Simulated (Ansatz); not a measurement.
# C₃H₄SSi: a ladder of functionals and wavefunction methods

An exercise on one series of results from a longer session: the logs are not shown, and one member is left open.

Computed with Ansatz 0.2.0, Gaussian basis. Level: functionals in def2-TZVPP, the program's frozen cores in correlated methods.

Plan: LDA (SPW92), PBE-D4, revPBE-D4, BLYP-D4, r2SCAN-D4, B97M-V, PBE0-D4, B3LYP-D4, r2SCANh-D4, r2SCAN0-D4, HSE06-D4, BHLYP-D4, CAM-B3LYP-D4, LC-ωPBE, ωB97X-V, ωB97M-V, B2PLYP, PBE-QIDH; CCSD(T)/def2-SVP; CCSD(T)/def2-TZVPP; MP2/def2-QZVPP; extrapolation to the limit; RPA on PBE.

## The geometry

The geometry comes from an earlier relaxation with PBE0-D4 in a triple-zeta def2 set; it is a stationary point, not always the lowest conformer.

SMILES `[SiH3]C#CC=S`, 9 atoms, charge 0, spin multiplicity 1.

Atoms are counted from 1 here; the program's logs count them from 0.

Bond lengths: Si1–C2 1.824 Å, Si1–H6 1.483 Å, Si1–H7 1.483 Å, Si1–H8 1.482 Å, C2–C3 1.215 Å, C3–C4 1.405 Å, C4–S5 1.619 Å, C4–H9 1.092 Å. Angles: C2–Si1–H6 108.6°, C2–Si1–H7 108.5°, C2–Si1–H8 109.5°, H6–Si1–H7 110.2°, H6–Si1–H8 110.0°, H7–Si1–H8 110.0°, Si1–C2–C3 178.6°, C2–C3–C4 179.0°, C3–C4–S5 124.5°, C3–C4–H9 115.1°, S5–C4–H9 120.4°.

The first run:

in.yaml

```yaml
crystal:
  periodic: [false, false, false]
  atoms:
    - {symbol: Si, position_ang: [-0.838969, -0.895329, -1.598662]}
    - {symbol: C, position_ang: [-0.088616, -0.127191, -0.123673]}
    - {symbol: C, position_ang: [0.421317, 0.405603, 0.841419]}
    - {symbol: C, position_ang: [1.002372, 1.003197, 1.972187]}
    - {symbol: S, position_ang: [1.843694, 2.386234, 1.948755]}
    - {symbol: H, position_ang: [-1.770563, 0.078482, -2.216838]}
    - {symbol: H, position_ang: [0.243135, -1.242426, -2.551026]}
    - {symbol: H, position_ang: [-1.574989, -2.118496, -1.199058]}
    - {symbol: H, position_ang: [0.851119, 0.463723, 2.909797]}
basis:
  gaussian: {orbitals: def2-TZVPP}
hamiltonian: {xc: lda}
output: {orbitals: {seedname: orbitals}}
```

Command:

```bash
$ ansatz run in.yaml --threads 2 --pin off --events-out ev --progress --plain --max-ram 4352MiB
```

Among the steps run: LDA; PBE-D4 (GGA); revPBE-D4 (GGA); BLYP-D4 (GGA); r2SCAN-D4 (meta-GGA); B97M-V (meta-GGA); PBE0-D4 (hybrid); B3LYP-D4 (hybrid); r2SCANh-D4 (hybrid); r2SCAN0-D4 (hybrid); HSE06-D4 (hybrid); BHLYP-D4 (hybrid); CAM-B3LYP-D4 (range-separated); LC-ωPBE (range-separated); ωB97X-V (range-separated); ωB97M-V (range-separated); B2PLYP (double hybrid); PBE-QIDH (double hybrid).

One table of the session follows, with a row left open; its other results are not shown here.

It belongs to the step «Frontier levels by functional». 

```
  functional  HOMO (eV)  LUMO (eV)  gap (eV)
 LDA (SPW92)      -5.69      -4.18      1.51
      PBE-D4      -5.58      -3.99      1.59
   revPBE-D4      -5.54      -3.92      1.62
     BLYP-D4      -5.41      -3.80      1.61
   r2SCAN-D4      -5.83      -3.96      1.87
      B97M-V      -5.91      -3.89      2.02
     PBE0-D4      -6.87      -3.21      3.66
    B3LYP-D4      -6.61      -3.35      3.25
  r2SCANh-D4      -6.31      -3.66      2.65
  r2SCAN0-D4      -7.03      -3.20      3.83
    HSE06-D4      -6.47      -3.58      2.88
    BHLYP-D4      -8.00      -2.22      5.78
CAM-B3LYP-D4      -8.23      -2.12      6.12
     LC-ωPBE          ?          ?         ?
     ωB97X-V      -9.30      -1.15      8.15
     ωB97M-V      -9.13      -1.17      7.96
```

Q: Estimate the row for LC-ωPBE from the others.

The run gave: HOMO (eV): -9.70; LUMO (eV): -1.14; gap (eV): 8.56. In the column «HOMO (eV)» it is the lowest.
